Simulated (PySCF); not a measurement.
# KIn: from the state search to spectroscopic constants

One job finds the state of KIn, follows it along the bond with each method and fits the curves.

Program: PySCF 2.14.0. Level of theory: K x2c-SVPall, In x2c-SVPall, spin-free X2C with a Gaussian nucleus. These are calculated values, not measurements.

**1. The job**

A driver script around PySCF takes these settings:

| Property | Result |
| --- | --- |
| atoms | K, In |
| charge | 0 |
| basis | K x2c-SVPall, In x2c-SVPall |
| Hamiltonian | spin-free X2C with a Gaussian nucleus |
| basis functions | 60 |
| electrons treated | 68 |
| masses in u | 38.9637, 114.9039 |
| levels | PBE0, PBE, r²SCAN, PW91, TPSS, BLYP, HF, MP2, SCS-MP2, CCSD, CCSD(T) |
| grid | 80 radial by 434 angular points |
| occupations | held fixed by the projection of orbital angular momentum |
| dissociation limit | K + In, each in its ground configuration |
| starting distance in angstrom | 3.335 |
| values of 2S to try | 0, 2 |

Command:

```
OMP_NUM_THREADS=1 python dia.py task.json out
```

After this run come: First curve: PBE0; Higher solutions at PBE0; PBE (GGA); r²SCAN (meta-GGA); PW91 (GGA); TPSS (meta-GGA); BLYP (GGA); RHF; Correlated methods on the Hartree–Fock reference.

**Question.** What will these runs give? Wanted: for each run, Re; ωe; De; μ.

As calculated:

Lowest PBE0 solution found, without spin–orbit coupling: ¹Σ⁺ (singlet), closed shell. State 2 has its PBE0 minimum 0.02 eV higher. State 3 has its PBE0 minimum 0.20 eV higher, as a spin-mixed determinant (⟨S²⟩ = 1.01), so this is no gap between pure states. The other levels ran on the lowest alone.

| level | Re (Å) | ωe (cm⁻¹) | De (eV) | μ (D) |
| --- | --- | --- | --- | --- |
| RHF | 3.878 | 101.3 | -0.239 | -4.86 |
| RHF-MP2 | 3.794 | 103.7 | 0.330 | n/a |
| RHF-SCS-MP2 | 3.818 | 101.6 | 0.351 | n/a |
| RHF-CCSD | 3.827 | 97.9 | 0.461 | n/a |
| RHF-CCSD(T) | 3.837 | 94.9 | 0.53 | n/a |
| PBE | 3.772 | 96.2 | 0.71 | -2.38 |
| PW91 | 3.760 | 96.9 | 0.73 | -2.56 |
| BLYP | 3.781 | 94.2 | 0.69 | -1.88 |
| TPSS | 3.812 | 94.6 | 0.71 | -3.29 |
| r²SCAN | 3.783 | 99.2 | 0.498 | -3.57 |
| PBE0 | 3.758 | 100.8 | 0.57 | -3.43 |

De is counted to K + In in their ground configurations. A positive dipole means K(−)In(+).

**Reading.** Bond lengths run from 3.758 Å (PBE0) to 3.878 Å (RHF). CCSD(T) can't serve as the judge here: for a weak bond in this basis it is far from its limit. Of the levels with a De here, RHF gives the least (-0.239 eV) and PW91 the most (0.73 eV).

Correlated steps freeze 23 core orbitals. These are scalar-relativistic numbers at best; spin–orbit coupling would shift them, the dissociation energy most. A negative De means that the minimum lies above the separated atoms at that level.
